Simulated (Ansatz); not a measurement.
# Re (101): surface bands without and with spin-orbit coupling

Aim: the bands of the relaxed Re (101) slab along the surface zone, and which of them live on the outer planes, first scalar-relativistic and then with spin-orbit coupling at the same geometry.

Program: Ansatz 0.2.0. Level of theory: DFT PBE, scalar-relativistic, plane waves, PAW. These are calculated values, not measurements.

5 further runs of the same task are left out: 1 that didn't finish, 4 set aside as unsound or not needed.

## 1. Starting point

The structure is monoclinic, space group C2/m (No. 12). The conventional cell has a = 10.175 Å, b = 2.775 Å, c = 25.238 Å, α = 90.00°, β = 90.00°, γ = 90.00°. Re (site symmetry m) is surrounded by 6 Re at 2.59 to 2.77 Å. Re (site symmetry m) is surrounded by 10 Re at 2.59 to 2.79 Å. Re (site symmetry m) is surrounded by 11 Re at 2.60 to 2.81 Å. Re (site symmetry m) is surrounded by 12 Re at 2.72 to 2.83 Å. Re (site symmetry m) is surrounded by 12 Re at 2.66 to 2.81 Å.

As a file:

```cif
data_structure
_symmetry_space_group_name_H-M 'P 1'
_symmetry_Int_Tables_number 1
_cell_length_a 2.7749
_cell_length_b 5.2733
_cell_length_c 25.2376
_cell_angle_alpha 90.000
_cell_angle_beta 90.000
_cell_angle_gamma 105.255
_cell_volume 356.28
loop_
_atom_site_label
_atom_site_type_symbol
_atom_site_fract_x
_atom_site_fract_y
_atom_site_fract_z
_atom_site_occupancy
Re1 Re 0.24017 0.48066 0.30699 1
Re2 Re 0.58677 0.17430 0.36801 1
Re3 Re 0.85920 0.71914 0.37951 1
Re4 Re 0.20155 0.40347 0.44958 1
Re5 Re 0.46527 0.93093 0.46662 1
Re6 Re 0.81567 0.63094 0.53338 1
Re7 Re 0.07938 0.15840 0.55042 1
Re8 Re 0.42174 0.84273 0.62049 1
Re9 Re 0.69417 0.38757 0.63199 1
Re10 Re 0.04077 0.08121 0.69301 1
```

Planes are indexed in the bulk's conventional cell (P6_3/mmc (No. 194)), a = 2.775 Å, b = 2.775 Å, c = 4.484 Å, α = 90.00°, β = 90.00°, γ = 120.00°.

As cut, it was a (101) slab, 10.2 Å thick as cut, with 15 Å of vacuum; its outer planes are Re (top) and Re (bottom); it was relaxed in an earlier run.

## 2. Scalar-relativistic bands

A dipole layer in the vacuum cancels the field that periodic copies would set up if the slab's two faces differ.

Contents of input.yaml:

```yaml
crystal:
  lattice:
    - [2.7748915361, 0.0, 0.0]
    - [-1.3874457681, 5.087479825, 0.0]
    - [0.0, 0.0, 25.2376202054]
  atoms:
    - { symbol: Re, position: [0.2401666616, 0.480659492, 0.3069926719] }
    - { symbol: Re, position: [0.5867678504, 0.1743008805, 0.3680089516] }
    - { symbol: Re, position: [0.859201437, 0.7191439274, 0.3795116555] }
    - { symbol: Re, position: [0.2015526042, 0.4034699734, 0.449578072] }
    - { symbol: Re, position: [0.4652718693, 0.9309302469, 0.4666246632] }
    - { symbol: Re, position: [0.8156651129, 0.6309437123, 0.5333753213] }
    - { symbol: Re, position: [0.0793842996, 0.1584037141, 0.5504219707] }
    - { symbol: Re, position: [0.4217355645, 0.8427299066, 0.6204883228] }
    - { symbol: Re, position: [0.6941690606, 0.3875728657, 0.6319910266] }
    - { symbol: Re, position: [0.0407699333, 0.0812140679, 0.6930073443] }
basis:
  ecutwfc: 420
kpoints:
  mp_grid: { grid: [13, 7, 1] }
  band_path:
    path: [[0.5, 0, 0], [0, 0, 0], [0, 0.5, 0], [0.5, 0.5, 0], [0, 0, 0]]
    npoints: 12
hamiltonian:
  xc: pbe
scf:
  occupations: { method: gaussian, width: 0.1 }
  n_extra_bands: 26
output:
  forces: true
  eigenvalues: true
  populations: true
  fatbands: true
efield:
  axis: 3
  dipole_correction: true
  ramp_width: 0.04
```

On the command line:

```
$ ansatz run input.yaml --threads 4 --pin off --max-ram 10240MiB --backend cpu --events-out ev --progress --plain --runs-dir out
```

## 3. Bands with spin-orbit coupling

input.yaml, as its differences from that of step 2:

```diff
@@ -27,3 +27,3 @@
   occupations: { method: gaussian, width: 0.1 }
-  n_extra_bands: 26
+  n_extra_bands: 52
 output:
@@ -33,2 +33,9 @@
   fatbands: true
+  write_density: true
+  write_potential: true
+  elf: true
+  volumetric_format: npy
+magnetization:
+  noncollinear: true
+  spin_orbit: true
 efield:
```

## 4. The bulk with spin-orbit coupling

Contents of input.yaml:

```yaml
crystal:
  lattice:
    - [2.7748915361, 0.0, 0.0]
    - [-1.3874457681, 5.087479825, 0.0]
    - [1.3874457681, 1.1351430328, 2.1181283183]
  atoms:
    - { symbol: Re, position: [0.5833333333, 0.25, 0.0833333333] }
    - { symbol: Re, position: [0.4166666667, 0.75, 0.9166666667] }
basis:
  ecutwfc: 420
kpoints:
  mp_grid: { grid: [13, 7, 16] }
hamiltonian:
  xc: pbe
scf:
  occupations: { method: gaussian, width: 0.1 }
output:
  forces: true
  stress: true
  eigenvalues: true
  write_density: true
  write_potential: true
  elf: true
  volumetric_format: npy
magnetization:
  noncollinear: true
  spin_orbit: true
```

(Steps that only read results are left out.)

Before running it: what results should come out? Wanted: work function, top face; gap of the slab on the mesh; gap of the bulk on the mesh; surface energy.

**Answer**, as computed:

| quantity | value |
| --- | --- |
| work function, top face (scalar, spin-orbit) | 3.99 eV, 4.04 eV |
| gap of the slab on the mesh (scalar, spin-orbit) | none (metal or semimetal), none (metal or semimetal) |
| gap of the bulk on the mesh (scalar, spin-orbit) | none (metal or semimetal), none (metal or semimetal) |
| surface energy (scalar, spin-orbit) | 3.82 J/m², 3.87 J/m² |

Without spin-orbit coupling, states with over 80 % of their weight on the two outermost planes of each face (which hold 60 % of the atoms) lie within 0.3 eV of the Fermi level on 8 % of the path, at X, S among the named points. With spin-orbit coupling, states with over 80 % of their weight on the two outermost planes of each face (which hold 60 % of the atoms) lie within 0.3 eV of the Fermi level on 4 % of the path, at X, S among the named points. Spin-orbit coupling changes the work function by +0.051 eV. The forces show that the atoms would move again with it. The share is a threshold, so a state just under it isn't absent; the pictures show the weights themselves.
